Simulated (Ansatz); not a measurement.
# TaC+ (triplet): wave-function methods side by side, def2-TZVPP

The task here is to estimate one member of a computed series from the others.

Method: def2-TZVPP, core rule «outside noble gas», up to 5 orbitals frozen; program: Ansatz 0.2.0, Gaussian basis.

Plan: UHF; CCSD(T) on ROHF; CCSD(T) on UHF; CCSDT(Q) on ROHF; CCSDT(Q) on UHF.

12 further runs of the same task are left out: 9 for a known fault of the program, 3 set aside as unsound or not needed.

## The system

The geometry is a PBE0/def2-TZVP stationary point (not a proven minimum) of the parent state, kept for this charge and spin. No spin-orbit coupling is included. Elements past krypton take def2 core potentials.

2 atoms, charge 1, spin multiplicity 3.

Atoms are counted from 1 here; the program's logs count them from 0.

Bond lengths: Ta1–C2 1.764 Å.

Coordinates:

```xyz
2
charge 1, multiplicity 3
Ta    0.00000    0.00000    0.00000
C     0.00000    0.00000    1.76420
```

The first run:

in.yaml

```yaml
crystal:
  periodic: [false, false, false]
  atoms:
    - {symbol: Ta, position_ang: [0.000000, 0.000000, 0.000000]}
    - {symbol: C, position_ang: [0.000000, 0.000000, 1.764200]}
basis:
  gaussian: {orbitals: def2-TZVPP}
total_charge: 1
magnetization: {spin_polarized: true, initial_magnetization: 2}
hamiltonian: {xc: hf}
output: {orbitals: {seedname: orbitals}}
```

On the command line:

```sh
ansatz run in.yaml --threads 1 --pin off --events-out ev --progress --plain --max-ram 4096MiB --backend cpu
```

Steps of the session up to this table: UHF; CCSD(T) on ROHF; CCSD(T) on UHF; CCSDT(Q) on ROHF; CCSDT(Q) on UHF.

One of the session's tables, all rows but one given; the rest of the session is left out.

It belongs to the step «Misses and costs». 

| method | from RCCSDT(Q) (kJ/mol) |
| --- | --- |
| ROHF | +721.8 |
| UHF | +678.3 |
| RMP2 | +34.2 |
| UMP2 | +147.8 |
| RCCSD | +57.7 |
| UCCSD | +55.7 |
| RCCSD(T) | +6.7 |
| UCCSD(T) | ? |
| RCCSDT | +6.7 |
| UCCSDT | +5.8 |
| RCCSDT(Q) | 0 |
| UCCSDT(Q) | -0.8 |

Estimate the missing values for UCCSD(T).

As computed: from RCCSDT(Q) (kJ/mol): +10.5. In the column «from RCCSDT(Q) (kJ/mol)» it lies between RCCSDT (+6.7) and RMP2 (+34.2).

Limits of these values: The determinant is far from a pure spin state, so its energy mixes those of several spin states (harmless only where they are near-degenerate, as at dissociation). Restricted and unrestricted rows rest on different reference determinants; where their highest levels disagree by more than a few hundredths of an eV, they describe different states and don't form one ladder.
